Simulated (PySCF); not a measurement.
# C3H7FOSi: the cost of one run

Computed with PySCF 2.14.0, with density-fitted response routines of our own, on a single molecule in the gas phase. Atoms are numbered from 0 throughout.

## (1) The molecule as given

13 atoms, charge 0, multiplicity 1; geometry from: GFN2-xTB.

Bonds of the start (Å): C0–Si1 1.89, Si1–O2 1.66, O2–C3 1.43, C3–C4 1.53, C4–F5 1.38, C4–Si1 1.93, C0–H6 1.09, C0–H7 1.09, C0–H8 1.08, Si1–H9 1.46, C3–H10 1.09, C3–H11 1.09, C4–H12 1.09.

## (2) Excited states and response: wB97X-D/def2-SVPD

Job settings and geometry (Å):

```
{"job": {"kind": "uv", "xc": "wB97X-D", "basis": "def2-SVPD", "nstates": 8, "ntriplets": 3}, "charge": 0, "multiplicity": 1}
C     -2.061067    -0.164071    -0.138903
Si    -0.366836     0.560222    -0.548216
O      0.701983    -0.502553    -1.247034
C      1.657405    -0.544539    -0.183864
C      1.007869     0.422621     0.802468
F      0.673109    -0.188532     1.996006
H     -1.983888    -0.988144     0.566325
H     -2.538831    -0.537747    -1.039524
H     -2.711102     0.588534     0.294085
H     -0.365201     1.850762    -1.232307
H      1.729609    -1.559849     0.207350
H      2.629274    -0.220266    -0.556213
H      1.623288     1.284048     1.062099
```

With the program's defaults for keys left out, this is: TDDFT wB97X-D/def2-SVPD, vertical, gas phase, core orbitals frozen in the response.

On the command line:

```bash
$ OMP_NUM_THREADS=1 python probes_run.py task.json out
```

This one command runs all jobs of the session in turn.

**Question.** How long does this first job take on 1 thread of AMD EPYC 9R45, shared host, and how much memory does it need?

About 15 s, with a peak of 0.81 GiB.
